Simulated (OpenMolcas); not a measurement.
# Er²⁺ among point charges: CASSCF levels and susceptibility

Aim: the splitting of the states of Er²⁺ in the field of 7 point charges, its lowest levels with spin-orbit coupling and its magnetic susceptibility.

The numbers are computed with OpenMolcas 26.06 (state-averaged CASSCF, spin-orbit coupling by RASSI with atomic mean-field integrals), except any that are marked as measured or tabulated.

**1. Starting point**

* Species: Er²⁺ (erbium, Z = 68, 66 electrons)
* Basis: ANO-RCC-VDZP [7s6p4d2f1g], 68 functions
* Scalar Hamiltonian: DKH2, point nucleus
* Inactive shells: 1s 2s 2p 3s 3p 3d 4s 4p 4d 5s 5p
* Active space: 12 electrons in 7 orbitals (4f)
* Some configurations of this space: 4f¹²
* Orbitals: optimised for the highest spin of each parity, averaged over all roots

The outer shells:

4f12
```
4f [↑↓][↑↓][↑↓][↑↓][↑↓][↑ ][↑ ]
```

The ion sits among 7 point charges of -1 e arranged as a pentagonal bipyramid (D5h), 2.47 Å from the ion, with the axial distance 2.519 Å.

The work runs as a chain of OpenMolcas steps in one folder; each step below is one input file. Labels, J, g values, rates, χT and fits are worked out afterwards by a script from the matrices that RASSI stores.

**2. GATEWAY and SEWARD: basis and integrals**

Input file a.inp:

```
&GATEWAY
Coord
1

Er 0.0 0.0 0.0
Basis=ANO-RCC-VDZP
Group=NoSym
NoMove
AngMom=0.0 0.0 0.0
AMFI
XField
7 Angstrom 0
2.470000 0.000000 0.000000 -1.000000
0.763272 2.349110 0.000000 -1.000000
-1.998272 1.451830 0.000000 -1.000000
-1.998272 -1.451830 0.000000 -1.000000
0.763272 -2.349110 0.000000 -1.000000
0.000000 0.000000 2.519400 -1.000000
0.000000 0.000000 -2.519400 -1.000000
&SEWARD
```

Launch:

```
OMP_NUM_THREADS=1 MOLCAS_MEM=2252 MOLCAS_PROJECT=a pymolcas a.inp > a.log
```

**3. CASSCF: triplets, 21 roots**

Input file a.inp:

```
&RASSCF
FileOrb=start.orb
Symmetry=1
Spin=3
nActEl=12 0 0
Inactive=27
Ras2=7
CIRoot=21 21 1
SDav=21
CIMx=300
Iter=120 100
PrWF=0.3
OrbListing=Nothing
MaxOrb=0
>>> COPY $Project.JobIph JOB001
```

start.orb holds the contracted functions of the basis, ordered by shell, or the orbitals of the step before.

**4. CASSCF: singlets, 28 roots**

Input file a.inp:

```
&RASSCF
FileOrb=start.orb
Symmetry=1
Spin=1
nActEl=12 0 0
Inactive=27
Ras2=7
CIRoot=28 28 1
SDav=28
CIMx=300
Iter=120 100
PrWF=0.3
OrbListing=Nothing
MaxOrb=0
CIOnly
>>> COPY $Project.JobIph JOB002
```

**5. RASSI: spin-orbit coupling between the states**

Input file a.inp:

```
&RASSI
NrOfJobIphs=2 21 27
1 2 3 4 5 6 7 8 9 10 11 12 13 14 15 16 17 18 19 20 21
1 2 3 4 5 6 7 8 9 10 11 12 13 14 15 16 17 18 19 20 21 22 23 24 25 26 27
IphNames
JOB001
JOB002
EJob
SpinOrbit
DIPRint=1.0
SOCoupling=1000.0
Subsets=2
Property=9
'ANGMOM' 1 'ANGMOM' 2 'ANGMOM' 3 'MLTPL  1' 1 'MLTPL  1' 2 'MLTPL  1' 3
'AMFI' 1 'AMFI' 2 'AMFI' 3
SOProperty=3
'ANGMOM' 1 'ANGMOM' 2 'ANGMOM' 3
```

**Question.** What will these runs give? Wanted: spin-free ground state; first state of the same spin within the active space; lowest level; next level.

**Answer**, as computed:

| quantity | value |
| --- | --- |
| method | CASSCF |
| spin-free ground state | triplet, 2-fold in its orbital part |
| first state of the same spin within the active space | triplet at 29.5 cm⁻¹ |
| lowest level | 2-fold, g = 0.00, 0.00, 13.99 |
| next level | 27.6 cm⁻¹ |
| χT at 300 K | 7.09 cm³ K/mol |
| effective moment at 300 K | 7.53 μB |

In words: The spin-free ground state (triplet) comes to 100 % from free-ion H terms and keeps the highest spin of the shell. The singlets rest on orbitals optimised for another spin in at least one step, which raises them against the optimised states. Not all states of the active space went into the spin-orbit step. This is an electrostatic model: the charges have no orbitals.
